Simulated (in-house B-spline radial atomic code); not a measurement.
**Tm⁴⁺: binding energies from hole states**

Aim: the cost of two holes at once in Tm⁴⁺, against the sum of the two single holes.

Method: Dirac-Hartree-Fock, average of configuration, Fermi nucleus, basis-set limit. Code: in-house B-spline radial atomic code version 1.

### Step 1. What is computed

| Quantity | Value |
| --- | --- |
| element | thulium (Z = 69) |
| charge | +4 |
| electrons | 65 |
| configuration | [Xe] 4f11 |
| Hamiltonian | Dirac-Coulomb |
| nucleus | Fermi, rms radius 5.226 fm |

Outer shells as boxes (Hund's rule):

[Xe] 4f11
```
[Xe] core
4f [↑↓][↑↓][↑↓][↑↓][↑ ][↑ ][↑ ]
```

The boxes draw the filling by Hund's rule, which heavy ions in jj coupling don't follow; these runs average over all states of the configuration.

Settings of the run:

```ini
Z = 69
electrons = 65.0
configuration = [Xe] 4f11
hamiltonian = dirac
method = hf
spin_polarised = False
nucleus = fermi
rms_radius = 5.2256
mass_number = 169
atomic_mass = 168.934218956
speed_of_light = 137.035999084
```

From the earlier run of the reference: total energy -13571.406483 hartree. Levels, eight at most:

```
orbital  occupation  energy (eV)  <r> (bohr)
  4p3/2           4      -409.46      0.5357
  4d3/2           4      -260.24      0.5627
  4d5/2           6      -251.23      0.5735
  5s1/2           2      -113.82       1.201
  5p1/2           2      -84.832       1.314
  5p3/2           4      -77.661       1.397
  4f5/2     4.71429      -70.915      0.6919
  4f7/2     6.28571      -69.491      0.7012
```

Single holes known from earlier runs (ΔSCF): 2p3/2 8730.95 eV, 3s 2382.24 eV, 3d3/2 1578.51 eV, 3d5/2 1533.40 eV, 4p1/2 448.41 eV, 4p3/2 400.92 eV, 4d3/2 252.22 eV, 4d5/2 243.50 eV, 5p3/2 76.880 eV.

### Step 2. The 3s and 4d3/2 holes

In configurations, a minus sign after the shell means j = l − 1/2 and a plus sign j = l + 1/2; the count of electrons follows.

Settings of the run:

```ini
Z = 69
electrons = 63.0
configuration = 1s2 2s2 2p6 3s1 3p6 3d10 4s2 4p6 4d-3 4d+6 4f11 5s2 5p6
hamiltonian = dirac
method = hf
spin_polarised = False
nucleus = fermi
rms_radius = 5.2256
mass_number = 169
atomic_mass = 168.934218956
speed_of_light = 137.035999084
```

### Step 3. The 3d5/2 and 5p3/2 holes

Settings: those of step 2 with these lines changed.

```diff
@@ -2,3 +2,3 @@
 electrons = 63.0
-configuration = 1s2 2s2 2p6 3s1 3p6 3d10 4s2 4p6 4d-3 4d+6 4f11 5s2 5p6
+configuration = 1s2 2s2 2p6 3s2 3p6 3d-4 3d+5 4s2 4p6 4d10 4f11 5s2 5p-2 5p+3
 hamiltonian = dirac
```

### Step 4. The 4p3/2 and 4d5/2 holes

Settings: those of step 3 with these lines changed.

```diff
@@ -2,3 +2,3 @@
 electrons = 63.0
-configuration = 1s2 2s2 2p6 3s2 3p6 3d-4 3d+5 4s2 4p6 4d10 4f11 5s2 5p-2 5p+3
+configuration = 1s2 2s2 2p6 3s2 3p6 3d10 4s2 4p-2 4p+3 4d-4 4d+5 4f11 5s2 5p6
 hamiltonian = dirac
```

### Step 5. The 4p1/2 and 4d5/2 holes

Settings: those of step 4 with these lines changed.

```diff
@@ -2,3 +2,3 @@
 electrons = 63.0
-configuration = 1s2 2s2 2p6 3s2 3p6 3d10 4s2 4p-2 4p+3 4d-4 4d+5 4f11 5s2 5p6
+configuration = 1s2 2s2 2p6 3s2 3p6 3d10 4s2 4p-1 4p+4 4d-4 4d+5 4f11 5s2 5p6
 hamiltonian = dirac
```

### Step 6. The 2p3/2 and 3d3/2 holes

Settings: those of step 5 with these lines changed.

```diff
@@ -2,3 +2,3 @@
 electrons = 63.0
-configuration = 1s2 2s2 2p6 3s2 3p6 3d10 4s2 4p-1 4p+4 4d-4 4d+5 4f11 5s2 5p6
+configuration = 1s2 2s2 2p-2 2p+3 3s2 3p6 3d-3 3d+6 4s2 4p6 4d10 4f11 5s2 5p6
 hamiltonian = dirac
```

Before running: What does each hole state cost in eV, and how does that compare with the orbital energies or single holes?

The runs gave:

| two holes | ΔSCF (eV) | less the two single holes (eV) |
| --- | --- | --- |
| 3s and 4d3/2 | 2665.53 | 31.07 |
| 3d5/2 and 5p3/2 | 1628.53 | 18.25 |
| 4p3/2 and 4d5/2 | 669.91 | 25.49 |
| 4p1/2 and 4d5/2 | 719.95 | 28.04 |
| 2p3/2 and 3d3/2 | 10401.0 | 91.53 |

Two holes cost more than the sum of each, because the second electron leaves a more charged ion. The excess runs from 18.3 eV (3d5/2 and 5p3/2) to 91.5 eV (2p3/2 and 3d3/2); it tends to be largest where both holes are compact. Values are for the free ion, measured from the vacuum level.
